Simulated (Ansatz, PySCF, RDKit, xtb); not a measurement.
# Solving CH5BGe+, step by step, part 2 of 2

Only the formula CH5BGe+ is given (charge +1, odd number of electrons). Aim: find the structure of lowest free energy at 298.15 K, then its properties.

xtb, Ansatz and PySCF; isolated molecules. The steps go on from the part before.

### 10 c515a at MP2/def2-TZVPP

File input.yaml:

```yaml
crystal:
  periodic: [false, false, false]
  atoms:
    - {symbol: C, position_ang: [-1.805150, -0.781649, 0.312486]}
    - {symbol: B, position_ang: [-0.888351, -0.135528, 1.288059]}
    - {symbol: Ge, position_ang: [0.337689, 0.747027, 2.536384]}
    - {symbol: H, position_ang: [-1.623894, -0.285724, -0.666427]}
    - {symbol: H, position_ang: [-2.870338, -0.630172, 0.566126]}
    - {symbol: H, position_ang: [-1.594333, -1.858650, 0.180173]}
    - {symbol: H, position_ang: [1.242385, 1.849196, 2.012506]}
    - {symbol: H, position_ang: [0.344753, 0.300798, 3.988415]}
basis:
  gaussian:
    orbitals: def2-TZVPP
total_charge: 1
magnetization:
  spin_polarized: true
  initial_magnetization: 1
correlation:
  method: mp2
  frozen_orbitals: {C: 1, H: 0, B: 1, Ge: 9}
```

Run with:

```bash
$ ansatz run input.yaml --threads 2 --pin off --max-ram 4350MiB --events-out events.jsonl --progress --plain --runs-dir runs
```

The program printed:

```text
Warning: RAYON_NUM_THREADS=2 ignored (pool sized by the plan → 2); use --threads N
Functional definition: HF
  name "HF"
  exchange = exact_x
  correlation = 0
1076 factors; integrals over basis functions are off by at most 1.0e-3 eV
mean field evaluation 1: about -58242.8348 eV, gradient 2.8e1 eV
mean field evaluation 2: about -58242.8369 eV, gradient 2.8e1 eV
mean field evaluation 4: about -58246.9389 eV, gradient 2.3e0 eV
mean field evaluation 8: about -58246.9922 eV, gradient 1.8e-3 eV
mean field evaluation 16: about -58246.9077 eV, gradient 2.1e0 eV
mean field -58246.99223134 eV, -2140.5374832724 hartree, gradient 4.2e-6 eV, S^2 0.759262; 2 other end points of the search recorded, 0 dependent functions left out
11 core orbitals not correlated: weight in the atoms' cores, before any rotation towards them, 1.000 or more for the frozen orbitals, at most 0.000 for the correlated occupied ones
reference -58246.99223134 eV, -2140.5374832724 hartree; 13, 12 occupied and 156, 157 virtual orbitals, 1076 factors
second order -13.05849472 eV of doubles, -0.00000000 eV of singles
Total energy: -58260.05072606 eV, -2141.0173741018 hartree
```

Run time: 5.1 s. Hardware: 2 threads of Intel Xeon 6975P-C (Granite Rapids), shared host.

### 11 c511 at CCSD(T)/def2-SVP

File input.yaml:

```yaml
crystal:
  periodic: [false, false, false]
  atoms:
    - {symbol: C, position_ang: [1.124757, -0.643319, 0.199220]}
    - {symbol: B, position_ang: [0.077722, 0.504905, 0.180780]}
    - {symbol: Ge, position_ang: [-0.301063, -1.641512, -0.658073]}
    - {symbol: H, position_ang: [2.060897, -0.519094, -0.371228]}
    - {symbol: H, position_ang: [0.126734, 1.654562, 0.517005]}
    - {symbol: H, position_ang: [-1.075460, 0.160496, -0.257908]}
    - {symbol: H, position_ang: [1.368801, -0.960943, 1.229271]}
    - {symbol: H, position_ang: [-0.557150, -1.389447, -2.170435]}
basis:
  gaussian:
    orbitals: def2-SVP
total_charge: 1
magnetization:
  spin_polarized: true
  initial_magnetization: 1
correlation:
  method: ccsd_t
  frozen_orbitals: {C: 1, H: 0, B: 1, Ge: 9}
scf:
  omitted_lower_state_checks: [cluster_reference]
```

Run with:

```bash
$ ansatz run input.yaml --threads 2 --pin off --max-ram 4350MiB --events-out events.jsonl --progress --plain --runs-dir runs
```

The program printed, cut to the lines that bear on the results:

```text
Warning: RAYON_NUM_THREADS=2 ignored (pool sized by the plan → 2); use --threads N
Functional definition: HF
  name "HF"
[...]
866 factors; integrals over basis functions are off by at most 1.4e-3 eV
[...]
mean field -58237.38519075 eV, -2140.1844310424 hartree, gradient 9.6e-6 eV, S^2 0.759821; 0 other end points of the search recorded, 0 dependent functions left out
11 core orbitals not correlated: weight in the atoms' cores, before any rotation towards them, 1.000 or more for the frozen orbitals, at most 0.000 for the correlated occupied ones
reference -58237.38519075 eV, -2140.1844310424 hartree; 13, 12 occupied and 61, 62 virtual orbitals, 866 factors
second order -11.38786680 eV of doubles, -0.00000000 eV of singles
cycle   1  -11.78042285 eV  change   -3.9e-1 eV  update   8.6e-2
[...]
cycle  11  -12.26476137 eV  change   -1.4e-5 eV  update   2.1e-5
perturbative correction -0.39055441 eV, -0.0143526098 hartree
Total energy: -58250.04050653 eV, -2140.6495053193 hartree
Checks for a lower state left out: cluster_reference
```

It took 8.1 s on 2 threads of Intel Xeon 6975P-C (Granite Rapids), shared host; peak memory 0.53 GiB.

### 12 The ranking

Energies in kcal/mol from c515a; G adds the thermal terms to the CCSD(T)/def2-SVP + MP2/def2-TZVPP - MP2/def2-SVP energy.

```
label               SMILES     spin  PBE0-D3(BJ)/def2-SVP  HF/def2-SVP  MP2/def2-SVP  CCSD(T)/def2-SVP + MP2/def2-TZVPP - MP2/def2-SVP    G  share at equilibrium     T1
c515a          C[B][GeH2+]  doublet                   0.0          0.0           0.0                                               0.0  0.0               100.0 %  0.012
 c511  [BH2]1[CH2][GeH]1 ‡  doublet                   8.4         10.4           8.9                                               8.0  8.4               < 0.1 %  0.014
c770b     [BH][CH2][GeH2+]  doublet                  11.1         11.3           9.9                                               9.1  8.8               < 0.1 %  0.014
```

‡ marks the bonded skeleton alone, with all bonds drawn single: no Lewis structure was assigned that passes a check against the bond lengths.

Lowest found: c515a, `C[B][GeH2+]`, a doublet of point group Cs. Bond lengths: C1–B2 1.487 Å, B2–Ge3 1.960 Å, C1–H4 1.112 Å, C1–H5 1.105 Å, C1–H6 1.105 Å, Ge3–H7 1.519 Å, Ge3–H8 1.519 Å. Angles: C1–B2–Ge3 178.5°, B2–C1–H4 106.5°, B2–C1–H5 112.6°, B2–C1–H6 112.6°, B2–Ge3–H7 118.7°, B2–Ge3–H8 118.7°, H4–C1–H5 107.3°, H4–C1–H6 107.3°, H5–C1–H6 110.2°, H7–Ge3–H8 122.7°.

```xyz
8

C    -1.8052   -0.7816    0.3125
B    -0.8884   -0.1355    1.2881
Ge    0.3377    0.7470    2.5364
H    -1.6239   -0.2857   -0.6664
H    -2.8703   -0.6302    0.5661
H    -1.5943   -1.8586    0.1802
H     1.2424    1.8492    2.0125
H     0.3448    0.3008    3.9884
```

### 13 Density, orbitals and dipole (PBE0/def2-TZVPD)

File input.yaml:

```yaml
crystal:
  periodic: [false, false, false]
  atoms:
    - {symbol: C, position_ang: [-1.805150, -0.781649, 0.312486]}
    - {symbol: B, position_ang: [-0.888351, -0.135528, 1.288059]}
    - {symbol: Ge, position_ang: [0.337689, 0.747027, 2.536384]}
    - {symbol: H, position_ang: [-1.623894, -0.285724, -0.666427]}
    - {symbol: H, position_ang: [-2.870338, -0.630172, 0.566126]}
    - {symbol: H, position_ang: [-1.594333, -1.858650, 0.180173]}
    - {symbol: H, position_ang: [1.242385, 1.849196, 2.012506]}
    - {symbol: H, position_ang: [0.344753, 0.300798, 3.988415]}
basis:
  gaussian: {orbitals: def2-TZVPD}
total_charge: 1
magnetization: {spin_polarized: true, initial_magnetization: 1}
hamiltonian: {xc: {name: PBE0}}
output: {forces: true, orbitals: {seedname: orbitals}}
```

Run with:

```bash
$ ansatz run input.yaml --threads 2 --pin off --max-ram 4350MiB --events-out events.jsonl --progress --plain --runs-dir runs
```

The program printed, cut to the lines that bear on the results:

```text
Warning: RAYON_NUM_THREADS=2 ignored (pool sized by the plan → 2); use --threads N
Functional definition: PBE0
  name "PBE0"
[...]
1020 factors; their error is unknown
[...]
mean field -58294.53348599 eV, -2142.2845921560 hartree, gradient 9.6e-6 eV, S^2 0.753875; 0 other end points of the search recorded, 0 dependent functions left out
[...]
reference -58294.53351588 eV, -2142.2845932544 hartree; 24, 23 occupied and 149, 150 virtual orbitals, 1020 factors
Total energy: -58294.53351588 eV, -2142.2845932544 hartree
Atom 0 at    -1.805150    -0.781649     0.312486 Å, force    -0.036823    -0.026088    -0.039705 eV/Å
Atom 1 at    -0.888351    -0.135528     1.288059 Å, force    -0.070480    -0.052308    -0.065625 eV/Å
Atom 2 at     0.337689     0.747027     2.536384 Å, force    -0.009908    -0.006851    -0.011546 eV/Å
Atom 3 at    -1.623894    -0.285724    -0.666427 Å, force    -0.051099    -0.113417     0.192198 eV/Å
Atom 4 at    -2.870338    -0.630172     0.566126 Å, force     0.258683    -0.045291    -0.071966 eV/Å
Atom 5 at    -1.594333    -1.858650     0.180173 Å, force    -0.062357     0.264076     0.025350 eV/Å
Atom 6 at     1.242385     1.849196     2.012506 Å, force    -0.026547    -0.031837     0.013750 eV/Å
Atom 7 at     0.344753     0.300798     3.988415 Å, force    -0.001469     0.011718    -0.042456 eV/Å
Dipole moment:    -0.321786    -0.224181    -0.350982 e Å
```

Wall time 4.2 s (2 threads of Intel Xeon 6975P-C (Granite Rapids), shared host).

### 14 Frequencies after a tight-binding relaxation (GFN2-xTB)

File start.xyz:

```xyz
8
c515a
C     -1.805150    -0.781649     0.312486
B     -0.888351    -0.135528     1.288059
Ge     0.337689     0.747027     2.536384
H     -1.623894    -0.285724    -0.666427
H     -2.870338    -0.630172     0.566126
H     -1.594333    -1.858650     0.180173
H      1.242385     1.849196     2.012506
H      0.344753     0.300798     3.988415
```

Run with:

```bash
$ xtb start.xyz --gfn 2 --ohess tight --chrg 1 --uhf 1
```

The program printed, cut to the lines that bear on the results:

```text
* xtb version 6.7.1
[...]
          :  # basis functions                  23          :
[...]
          :  # electrons                        15          :
[...]
          :  Hamiltonian                  GFN2-xTB          :
[...]
          :  net charge                          1          :
          :  unpaired electrons                  1          :
[...]
   *** convergence criteria satisfied after 14 iterations ***
[...]
   *** GEOMETRY OPTIMIZATION CONVERGED AFTER 6 ITERATIONS ***
[...]
   *** convergence criteria satisfied after 3 iterations ***
[...]
         ::                     SUMMARY                     ::
         :::::::::::::::::::::::::::::::::::::::::::::::::::::
         :: total energy              -7.303414454901 Eh    ::
         :: gradient norm              0.000260465831 Eh/a0 ::
         :: HOMO-LUMO gap              1.063778341082 eV    ::
         ::.................................................::
         :: SCC energy                -7.399643194441 Eh    ::
         :: -> isotropic ES            0.106392321731 Eh    ::
         :: -> anisotropic ES         -0.011639190914 Eh    ::
         :: -> anisotropic XC          0.002401245184 Eh    ::
         :: -> dispersion             -0.002502998314 Eh    ::
         :: repulsion energy           0.096228739541 Eh    ::
         :: add. restraining           0.000000000000 Eh    ::
         :: total charge               1.000000000000 e     ::
         :::::::::::::::::::::::::::::::::::::::::::::::::::::
[...]
         8        1.0000           -0.5457170             -14.8497 (HOMO)
         9                         -0.5066242             -13.7859 (LUMO)
[...]
     #   Z          covCN         q      C6AA      α(0)
     1   6 C        3.676    -0.209    24.894     7.148
     2   5 B        1.876     0.306    34.880    12.436
     3  32 Ge       2.848     0.127   217.836    28.740
     4   1 H        0.923     0.177     1.224     1.730
     5   1 H        0.924     0.161     1.322     1.798
     6   1 H        0.924     0.161     1.322     1.798
     7   1 H        0.939     0.138     1.474     1.898
     8   1 H        0.939     0.140     1.463     1.891
[...]
          | TOTAL ENERGY               -7.303414454869 Eh   |
          | TOTAL ENTHALPY             -7.246481526416 Eh   |
          | TOTAL FREE ENERGY          -7.283220094753 Eh   |
          | GRADIENT NORM               0.000260280156 Eh/α |
[...]
```

It took 0.091 s on 2 threads of Intel Xeon 6975P-C (Granite Rapids), shared host.

### 15 Electronic excitations (TD-CAM-B3LYP/def2-SVPD)

File geometry.xyz:

```xyz
8
CH5BGe
C     -1.805150    -0.781649     0.312486
B     -0.888351    -0.135528     1.288059
Ge     0.337689     0.747027     2.536384
H     -1.623894    -0.285724    -0.666427
H     -2.870338    -0.630172     0.566126
H     -1.594333    -1.858650     0.180173
H      1.242385     1.849196     2.012506
H      0.344753     0.300798     3.988415
```

File input.py:

```python
from pyscf import gto, dft, tdscf

mol = gto.M(
    atom='geometry.xyz',
    verbose=3,
    basis='def2-svpd',
    max_memory=3100,
    charge=1,
    spin=1,
)

ks = dft.UKS(mol)
ks.xc = 'cam-b3lyp'
ks = ks.density_fit(auxbasis='def2-universal-jkfit')
ks.grids.level = 2
ks.max_cycle = 100
ks.kernel()
if not ks.converged:
    ks = ks.newton().run(ks.mo_coeff, ks.mo_occ)

etot = ks.e_tot
print('E(%s) = %.9f' % ('CAM-B3LYP', etot))

td = ks.TDA()
td.nstates = 5
td.kernel()
td.analyze()
roots = td.e * 27.211386
osc = td.oscillator_strength()
print('state   eV      nm      f')
for i, (w, f) in enumerate(zip(roots, osc), 1):
    print('%3d %9.4f %8.1f %9.5f' % (i, w, 1239.842 / w, f))
```

Run with:

```bash
$ OMP_NUM_THREADS=2 python input.py
```

The program printed:

```text
WARN: HOMO -0.168380573664429 >= LUMO -0.168380573664429

converged SCF energy = -2142.37415790172  <S^2> = 0.75225743  2S+1 = 2.0022562
E(CAM-B3LYP) = -2142.374157902
Excitation energies (eV)
[1.8944764  3.96410343 4.63357308 5.10752532 5.20744985]

** Excitation energies and oscillator strengths **
state   eV      nm      f
  1    1.8945    654.5   0.00002
  2    3.9641    312.8   0.22820
  3    4.6336    267.6   0.00011
  4    5.1075    242.7   0.00000
  5    5.2074    238.1   0.00201
```

It took 91 s on 2 threads of Intel Xeon 6975P-C (Granite Rapids), shared host; peak memory 0.61 GiB.

The roots found:

```
excited state  energy (eV)  strength
            1        1.894    0.0000
            2        3.964    0.2282
            3        4.634    0.0001
            4        5.108    0.0000
            5        5.207    0.0020
```

### 16 One electron fewer at the same geometry (PBE0/def2-TZVPD)

File input.yaml:

```yaml
crystal:
  periodic: [false, false, false]
  atoms:
    - symbol: C
      position_ang: [-1.805150, -0.781649, 0.312486]
    - symbol: B
      position_ang: [-0.888351, -0.135528, 1.288059]
    - symbol: Ge
      position_ang: [0.337689, 0.747027, 2.536384]
    - symbol: H
      position_ang: [-1.623894, -0.285724, -0.666427]
    - symbol: H
      position_ang: [-2.870338, -0.630172, 0.566126]
    - symbol: H
      position_ang: [-1.594333, -1.858650, 0.180173]
    - symbol: H
      position_ang: [1.242385, 1.849196, 2.012506]
    - symbol: H
      position_ang: [0.344753, 0.300798, 3.988415]
basis:
  gaussian: {orbitals: def2-TZVPD}
hamiltonian: {xc: {name: PBE0}}
total_charge: 2
```

Run with:

```bash
$ ansatz run input.yaml --threads 2 --pin off --max-ram 4350MiB --events-out events.jsonl --progress --plain --runs-dir runs
```

The program printed:

```text
Warning: RAYON_NUM_THREADS=2 ignored (pool sized by the plan → 2); use --threads N
Functional definition: PBE0
  name "PBE0"
  parameter a = 0.25
  parameter kappa = 0.804
  parameter beta = 0.06672455060314922
  exchange = (1 - a)*pbe_x(kappa = kappa, mu = beta*pi^2/3) + a*exact_x
  correlation = pbe_c(beta = beta)
1020 factors; their error is unknown
mean field evaluation 1: about -58265.2149 eV, gradient 8.2e1 eV
mean field evaluation 2: about -58207.8658 eV, gradient 1.3e2 eV
mean field evaluation 4: about -58279.9061 eV, gradient 1.2e1 eV
mean field evaluation 8: about -58280.1715 eV, gradient 2.8e-1 eV
mean field evaluation 16: about -58280.3927 eV, gradient 5.9e-5 eV
mean field -58280.39273734 eV, -2141.7649292284 hartree, gradient 5.9e-5 eV, S^2 0.000000; 0 other end points of the search recorded, 0 dependent functions left out
reference -58280.39276494 eV, -2141.7649302426 hartree; 23, 23 occupied and 150, 150 virtual orbitals, 1020 factors
Total energy: -58280.39276494 eV, -2141.7649302426 hartree
```

Wall time 2.1 s (2 threads of Intel Xeon 6975P-C (Granite Rapids), shared host).

Difference from the parent: 14.14 eV. Only this spin of the product was run; a higher spin can lie lower.

### 17 One electron more at the same geometry (PBE0/def2-TZVPD)

File input.yaml:

```yaml
basis:
  gaussian:
    orbitals: def2-TZVPD
crystal:
  periodic: [false, false, false]
  atoms:
    - {symbol: C, position_ang: [-1.805150, -0.781649, 0.312486]}
    - {symbol: B, position_ang: [-0.888351, -0.135528, 1.288059]}
    - {symbol: Ge, position_ang: [0.337689, 0.747027, 2.536384]}
    - {symbol: H, position_ang: [-1.623894, -0.285724, -0.666427]}
    - {symbol: H, position_ang: [-2.870338, -0.630172, 0.566126]}
    - {symbol: H, position_ang: [-1.594333, -1.858650, 0.180173]}
    - {symbol: H, position_ang: [1.242385, 1.849196, 2.012506]}
    - {symbol: H, position_ang: [0.344753, 0.300798, 3.988415]}
hamiltonian:
  xc: pbe0
scf:
  lower_state_search: "off"
```

Run with:

```bash
$ ansatz run input.yaml --threads 2 --pin off --max-ram 4350MiB --events-out events.jsonl --progress --plain --runs-dir runs
```

The program printed, cut to the lines that bear on the results:

```text
Warning: RAYON_NUM_THREADS=2 ignored (pool sized by the plan → 2); use --threads N
Functional definition: PBE0
  name "PBE0"
[...]
1020 factors; their error is unknown
[...]
mean field -58301.53447204 eV, -2142.5418736482 hartree, gradient 1.7e-6 eV, S^2 0.000000; 0 other end points of the search recorded, 0 dependent functions left out
reference -58301.53450531 eV, -2142.5418748708 hartree; 24, 24 occupied and 149, 149 virtual orbitals, 1020 factors
Total energy: -58301.53450531 eV, -2142.5418748708 hartree
Checks for a lower state left out: stability, starts, cluster_reference, orbital_swaps, neighbouring_geometries, increment
```

Wall time 1.4 s (2 threads of Intel Xeon 6975P-C (Granite Rapids), shared host).

Parent less the species with the added electron: 7.00 eV.

### 18 The quartet at the same geometry (PBE0/def2-TZVPD)

Changes to input.yaml since step 17:

```diff
@@ -1,4 +1 @@
-basis:
-  gaussian:
-    orbitals: def2-TZVPD
 crystal:
@@ -14,5 +11,10 @@
     - {symbol: H, position_ang: [0.344753, 0.300798, 3.988415]}
+basis:
+  gaussian:
+    orbitals: def2-TZVPD
+total_charge: 1
+magnetization:
+  spin_polarized: true
+  initial_magnetization: 3
 hamiltonian:
   xc: pbe0
-scf:
-  lower_state_search: "off"
```

Run with:

```bash
$ ansatz run input.yaml --threads 2 --pin off --max-ram 4350MiB --events-out events.jsonl --progress --plain --runs-dir runs
```

The program printed:

```text
Warning: RAYON_NUM_THREADS=2 ignored (pool sized by the plan → 2); use --threads N
Functional definition: PBE0
  name "PBE0"
  parameter a = 0.25
  parameter kappa = 0.804
  parameter beta = 0.06672455060314922
  exchange = (1 - a)*pbe_x(kappa = kappa, mu = beta*pi^2/3) + a*exact_x
  correlation = pbe_c(beta = beta)
1020 factors; their error is unknown
mean field evaluation 1: about -58268.9888 eV, gradient 5.7e1 eV
mean field evaluation 2: about -58069.3904 eV, gradient 1.3e2 eV
mean field evaluation 4: about -58284.3507 eV, gradient 2.3e1 eV
mean field evaluation 8: about -58289.4228 eV, gradient 1.6e0 eV
mean field evaluation 16: about -58289.6684 eV, gradient 3.8e-3 eV
mean field evaluation 32: about -58288.7623 eV, gradient 4.2e0 eV
mean field -58289.66837593 eV, -2142.1058026590 hartree, gradient 3.0e-5 eV, S^2 3.754899; 4 other end points of the search recorded, 0 dependent functions left out
reference -58289.66840771 eV, -2142.1058038272 hartree; 25, 22 occupied and 148, 151 virtual orbitals, 1020 factors
Total energy: -58289.66840771 eV, -2142.1058038272 hartree
```

Wall time 6 s (2 threads of Intel Xeon 6975P-C (Granite Rapids), shared host).

It lies 4.87 eV above the doublet.

### 19 Stability of the SCF solution (PBE0/def2-SVP)

File job.py:

```python
# C[B][GeH2+]
from pyscf import gto, dft

mol = gto.M(
    atom=[
    ('C', (-1.805150, -0.781649, 0.312486)),
    ('B', (-0.888351, -0.135528, 1.288059)),
    ('Ge', (0.337689, 0.747027, 2.536384)),
    ('H', (-1.623894, -0.285724, -0.666427)),
    ('H', (-2.870338, -0.630172, 0.566126)),
    ('H', (-1.594333, -1.858650, 0.180173)),
    ('H', (1.242385, 1.849196, 2.012506)),
    ('H', (0.344753, 0.300798, 3.988415)),
],
    spin=1,
    verbose=3,
    charge=1,
    max_memory=3100,
    basis='def2-svp',
)

mf = dft.UKS(mol, xc='pbe0')
mf = mf.density_fit(auxbasis='def2-universal-jkfit')
mf.max_cycle = 100
mf.grids.level = 3
mf.kernel()
if not mf.converged:
    mf = mf.newton().run(mf.mo_coeff, mf.mo_occ)

etot = mf.e_tot
print('E = %.10f Eh' % etot)
mo_i, mo_e, stable_i, stable_e = mf.stability(internal=True, external=True, return_status=True)
print('stable: internal', stable_i, 'external', stable_e)
```

Run with:

```bash
$ OMP_NUM_THREADS=2 python job.py
```

The program printed:

```text
WARN: HOMO -0.184314685524986 >= LUMO -0.184314685524988

converged SCF energy = -2141.95313119335  <S^2> = 0.75327641  2S+1 = 2.0032737
E = -2141.9531311933 Eh
<class 'pyscf.df.df_jk.DFUKS'> wavefunction is stable in the internal stability analysis
<class 'pyscf.df.df_jk.DFUKS'> wavefunction is stable in the real -> complex stability analysis
<class 'pyscf.df.df_jk.DFUKS'> wavefunction has an UHF/UKS -> GHF/GKS instability
stable: internal True external False
```

Wall time 50 s (2 threads of Intel Xeon 6975P-C (Granite Rapids), shared host); peak memory 0.54 GiB.

The stability test raises a flag; for an open shell a flag towards a general spinor solution can be the free rotation of the spin.

### 20 Summary of results

What follows sums up all 2 parts.

| quantity | value |
| --- | --- |
| lowest structure found | C[B][GeH2+], doublet, Cs |
| next finalist | [BH2]1[CH2][GeH]1 ‡, doublet, 8.4 kcal/mol higher in G |
| share at equilibrium, among the finalists | 100.0 % |
| funnel | 29 starts, 16 minima at GFN2-xTB, 11 screening runs, 6 relaxed, 3 ranked |
| CPU time of all runs | 31 min |
| harmonic wavenumbers, lowest and highest (PBE0-D3(BJ)/def2-SVP) | 63 and 3134 cm⁻¹ |
| rotational constants, same geometry | 2.468, 0.09432, 0.0925 cm⁻¹ |
| HOMO energy (highest over α and β) (PBE0/def2-TZVPD) | -12.01 eV |
| LUMO energy (lowest over α and β) (PBE0/def2-TZVPD) | -8.92 eV |
| lowest excitation (TD-CAM-B3LYP/def2-SVPD) | 1.89 eV (f = 0.000) |
| strongest of the states computed, same level | 3.96 eV (f = 0.228) |
| vertical ionisation energy (to the singlet ion of charge +2) | 14.14 eV |
| vertical recombination energy (electron added) | 7.00 eV |
| vertical quartet less doublet | +4.87 eV |

`C[B][GeH2+]` comes out lowest. Among the finalists first place is clear (8.4 kcal/mol); structures outside the list aren't covered. PBE0-D3(BJ)/def2-SVP, HF/def2-SVP and MP2/def2-SVP already put its bonding pattern lowest among the structures in one piece. The largest share of the time went into recheck (28 %). The stability test raises a flag; for an open shell a flag towards a general spinor solution can be the free rotation of the spin. The search is not exhaustive (a finite list of starts, one conformer a finalist), so a lower isomer can't be ruled out. Patterns outside the rules of the enumeration were met only by chance.

‡ marks the bonded skeleton alone, with all bonds drawn single: no Lewis structure was assigned that passes a check against the bond lengths.
